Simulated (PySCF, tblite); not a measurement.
**C₄H₄NO₂ radical: geometry, infrared bands and EPR parameters**

Aim: predict the infrared bands and EPR parameters of C₄H₄NO₂ radical (`O[CH]c1ccon1`).

Computed with tblite 0.8.0 and PySCF 2.14.0, with density-fitted response routines of our own, on a single molecule in the gas phase. Atoms are numbered from 0 throughout.

## 1. The molecule as given

11 atoms, charge 0, multiplicity 2; geometry from: force field or distance geometry start.

Bonds of the start (Å): O0–C1 1.36, C1–C2 1.43, C2–C3 1.41, C3–C4 1.38, C4–O5 1.36, O5–N6 1.38, N6–C2 1.33, O0–H7 0.97, C1–H8 1.07, C3–H9 1.07, C4–H10 1.08.

## 2. Optimising the geometry with GFN2-xTB

Job settings and geometry (Å):

```
{"job": {"kind": "relax", "xc": "GFN2-xTB", "basis": "xTB"}, "charge": 0, "multiplicity": 2}
O     -2.591900    -0.348300    -0.130500
C     -1.549600     0.523600    -0.030000
C     -0.222700    -0.011500    -0.008000
C      0.951800     0.762300     0.086400
C      1.957000    -0.177000     0.067500
O      1.418900    -1.415500    -0.061500
N      0.044400    -1.313700    -0.108200
H     -2.276000    -1.263500    -0.186200
H     -1.815000     1.555700     0.052700
H      1.055300     1.824000     0.188400
H      3.033100    -0.133500     0.103500
```

Command:

```
OMP_NUM_THREADS=1 python probes_run.py task.json out
```

The driver reads the jobs from task.json and runs them one after another.

**Question.** This job is followed by: GFN2-xTB harmonic vibrations, gas phase; UKS B3LYP, pcH-1 on C H N O, non-relativistic, mean-field spin-orbit, GIAO. Predict these results of the whole session: strongest single infrared mode (GFN2-xTB); zero-point energy (GFN2-xTB); g(iso) (B3LYP); ⟨S²⟩; largest a(iso); potential on the surface of density 0.002 e/bohr³, 1st and 99th percentile.

The runs gave:

```
                                                                  quantity                  value
                                 strongest single infrared mode (GFN2-xTB)  1317 cm⁻¹, 150 km/mol
                                              zero-point energy (GFN2-xTB)          47.5 kcal/mol
                                                            g(iso) (B3LYP)                2.00377
                                                                      ⟨S²⟩     0.768 (exact 0.75)
                                                            largest a(iso)    13C on C1, 54.2 MHz
potential on the surface of density 0.002 e/bohr³, 1st and 99th percentile     -1.36 V and 1.86 V
```

Relaxing lowered the energy by 0.127 eV in 25 steps; the close pair that moved most is C1–C2, from 1.431 to 1.387 Å. No mode is imaginary among the 27: a minimum at this level. The strongest single mode, at 1317 cm⁻¹, is spread over many atoms; the largest shares are those of H8, C2. Unscaled tight-binding wavenumbers are off by several per cent, some by more. Its intensities can rank the bands wrongly. The largest share of the spin, 0.63 e, sits on C1. The isotropic g lies 1.5 ppt above the free-electron value.
